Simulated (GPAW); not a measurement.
Set up this calculation in GPAW 26.7.0, as a Python script.

```
Task                           : single point from a typed occupation
Functional                     : PBE
Potentials or basis            : GPAW PAW data sets (gpaw-data 1.2.1)
Cutoff                         : 600 eV
Basis                          : pw
k mesh                         : 6 × 6 × 6
Occupations                    : gaussian, width 0.05 eV
Spin                           : collinear spin, ferromagnetic start
Starting moments               : [4.0, 0.0] μB
Hubbard terms                  : Ru d U = 2 eV
Maxiter                        : 120
start of the occupation matrix : random
cycles with the matrix held    : 9
Convergence                    : density=0.0001 energy=1e-05
Symmetry                       : point_group=False
```

The structure of RuSe lies in RuSe.xyz:

```xyz
2
Lattice="3.1876923100 0.0000000000 0.0000000000 0.0000000000 3.1876923100 0.0000000000 0.0000000000 0.0000000000 3.1876923100" Properties=species:S:1:pos:R:3 pbc="T T T"
Ru     0.0000000000      0.0000000000      0.0000000000
Se     1.5938461550      1.5938461550      1.5938461550
```

The cell comes from a database or a generator and needn't be the stable form of this composition.

These files were run (other wordings do the same):

run.py

```python
import numpy as np
from ase.io import read
from ase.units import Ha
from gpaw import PW
from gpaw.dft import DFT
from gpaw.hubbard import aoom

atoms = read('RuSe.xyz')
atoms.set_initial_magnetic_moments([4.0, 0.0])

def hold(setup, l, U, n_smm):
    """Build the Hubbard potential of this atom from a typed occupation matrix."""
    free = setup.hubbard_u.calculate

    def calculate(setup, D_sii):
        energy, dH_sii = free(setup, D_sii)
        m = 2 * l + 1
        first = np.cumsum([0] + [2 * x + 1 for x in setup.l_j])
        blocks = [slice(first[j], first[j] + m) for j, x in enumerate(setup.l_j) if x == l]
        for s, n_mm in enumerate(n_smm):
            _, V_ii = aoom(D_sii[s], l, setup.l_j, setup.n_j, setup.N0_q)
            for i1 in blocks:
                for i2 in blocks:
                    V_ii[i1, i2] *= U / Ha / 2 * (np.eye(m) - 2 * np.array(n_mm))
            dH_sii[s] = V_ii
        return energy, dH_sii

    setup.hubbard_u.calculate = calculate
    return free

# occupation matrices [spin][m][m'] in real spherical harmonics, m = -l ... l
start = {
    0: [[[1.0, 0.0, 0.0, 0.0, 0.0],
         [0.0, 1.0, 0.0, 0.0, 0.0],
         [0.0, 0.0, 1.0, 0.0, 0.0],
         [0.0, 0.0, 0.0, 1.0, 0.0],
         [0.0, 0.0, 0.0, 0.0, 1.0]],
        [[0.0235, 0.092, 0.0019, 0.0548, 0.1071],
         [0.092, 0.3604, 0.0074, 0.2147, 0.4194],
         [0.0019, 0.0074, 0.0002, 0.0044, 0.0086],
         [0.0548, 0.2147, 0.0044, 0.128, 0.2499],
         [0.1071, 0.4194, 0.0086, 0.2499, 0.488]]],
}

dft = DFT(atoms,
          mode=PW(600),
          xc='PBE',
          kpts={'size': (6, 6, 6), 'gamma': True},
          occupations={'name': 'methfessel-paxton', 'order': 0, 'width': 0.05},
          setups={0: ':d,2.0'},
          nbands=24,
          convergence={'density': 0.0001, 'energy': 1e-05},
          maxiter=120,
          symmetry={'point_group': False},
          converge=False,
          txt='gpaw.txt')
free = {a: hold(dft.setups[a], l, 2, start[a]) for a, l in {0: 2}.items()}
dft.converge(steps=9)
for a, calculate in free.items():
    dft.setups[a].hubbard_u.calculate = calculate
dft.converge()
print(f'Energy: {dft.calculate_energy():.6f} eV')
print('Forces (eV/A):')
print(dft.calculate_forces().round(4))
print('Stress (eV/A^3):', dft.calculate_stress().round(6))
print('Moments:', dft.magmoms()[1][:, 2].round(3))
dft.write_converged()
dft.write_gpw_file('gs.gpw')
for a, l in {0: 2}.items():
    setup = dft.setups[a]
    for s, D_ii in enumerate(dft.density.D_asii[a]):
        n_mm = aoom(D_ii, l, setup.l_j, setup.n_j, setup.N0_q)[0]
        print(f'atom {a} spin {s} trace {n_mm.trace():.4f} eigenvalues', *np.linalg.eigvalsh(n_mm).round(3))
        np.savetxt(f'occupation-{a}-{s}.dat', n_mm, fmt='%8.4f')
```

Potentials or basis: GPAW PAW data sets (gpaw-data 1.2.1), pw.

Command:

```sh
$ OMP_NUM_THREADS=1 python run.py
```

Results of the run:

```
Pressure               : -6.3 GPa
Band gap on the k mesh : none (metal or under the smearing width)
Net moment             : 1.41 μB per cell
Site moments           : Ru +1.45; Se +0.00 μB
```

Caveat: the occupation matrix was held by a function in the script for the first cycles and then freed; the end state hangs on it.

Wall time 13 min on 1 thread of Intel(R) Xeon(R) Processor @ 2.50GHz (Skylake/Cascade Lake), with other jobs on the host, peak memory 0.26 GiB.
